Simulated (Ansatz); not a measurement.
# C3H7ClSi: basis-set convergence

An exercise on one series of results from a longer session: the logs are not shown, and one member is left open.

The runs use Ansatz 0.2.0, Gaussian basis; one geometry, several basis sets.

Plan: PBE0-D4/def2-SVP; ωB97M-V/def2-SVP; PBE0-D4/def2-QZVPP; ωB97M-V/def2-QZVPP; the functionals' def2-TZVPP values are taken from earlier runs.

### Structure used throughout

All runs share one geometry, relaxed beforehand with PBE0-D4 in a triple-zeta def2 set.

SMILES `CC(C)[Si]Cl`, 12 atoms, charge 0, spin multiplicity 1.

Atoms are counted from 1 here; the program's logs count them from 0.

Bond lengths: C1–C2 1.521 Å, C1–H6 1.092 Å, C1–H7 1.095 Å, C1–H8 1.093 Å, C2–C3 1.534 Å, C2–Si4 1.903 Å, C2–H9 1.100 Å, C3–H10 1.094 Å, C3–H11 1.097 Å, C3–H12 1.093 Å, Si4–Cl5 2.094 Å. Angles: C2–C1–H6 110.9°, C2–C1–H7 110.8°, C2–C1–H8 112.1°, H6–C1–H7 107.8°, H6–C1–H8 107.6°, H7–C1–H8 107.4°, C1–C2–C3 112.0°, C1–C2–Si4 118.1°, C1–C2–H9 109.2°, C3–C2–Si4 105.2°, C3–C2–H9 107.9°, Si4–C2–H9 103.8°, C2–C3–H10 110.6°, C2–C3–H11 112.9°, C2–C3–H12 110.7°, H10–C3–H11 106.8°, H10–C3–H12 108.0°, H11–C3–H12 107.6° and more.

Set-up of the first run:

Contents of in.yaml:

```yaml
crystal:
  periodic: [false, false, false]
  atoms:
    - {symbol: C, position_ang: [-0.701189, 0.413059, 1.067641]}
    - {symbol: C, position_ang: [-0.130271, -0.587792, 0.075205]}
    - {symbol: C, position_ang: [1.265577, -0.180557, -0.414320]}
    - {symbol: Si, position_ang: [-1.126535, -0.949310, -1.505786]}
    - {symbol: Cl, position_ang: [-1.541999, 1.007182, -2.127204]}
    - {symbol: H, position_ang: [-0.810585, 1.398075, 0.608453]}
    - {symbol: H, position_ang: [-0.042119, 0.520470, 1.935647]}
    - {symbol: H, position_ang: [-1.683982, 0.109386, 1.438143]}
    - {symbol: H, position_ang: [-0.044045, -1.570249, 0.561702]}
    - {symbol: H, position_ang: [1.977670, -0.173454, 0.416679]}
    - {symbol: H, position_ang: [1.668743, -0.863545, -1.172149]}
    - {symbol: H, position_ang: [1.245837, 0.821638, -0.849710]}
basis:
  gaussian: {orbitals: def2-SVP}
hamiltonian: {xc: pbe0, dispersion: d4}
output: {orbitals: {seedname: orbitals}}
```

Launch:

```bash
$ ansatz run in.yaml --threads 4 --pin off --events-out ev --progress --plain --max-ram 10444MiB
```

Among the steps run: PBE0-D4 in def2-SVP; ωB97M-V in def2-SVP; PBE0-D4 in def2-QZVPP; ωB97M-V in def2-QZVPP.

One table of the session follows, with a row left open; its other results are not shown here.

It belongs to the step «Functionals by basis». 

```
functional       basis  HOMO (eV)  LUMO (eV)
   PBE0-D4    def2-SVP          ?          ?
   PBE0-D4  def2-TZVPP      -6.43      -2.43
   PBE0-D4  def2-QZVPP      -6.46      -2.46
   ωB97M-V    def2-SVP      -8.43      -0.33
   ωB97M-V  def2-TZVPP      -8.51      -0.46
   ωB97M-V  def2-QZVPP      -8.53      -0.53
```

Q: Estimate the row for PBE0-D4, def2-SVP from the others.

The run gave: HOMO (eV): -6.39; LUMO (eV): -2.38. In the column «HOMO (eV)» it is the highest.
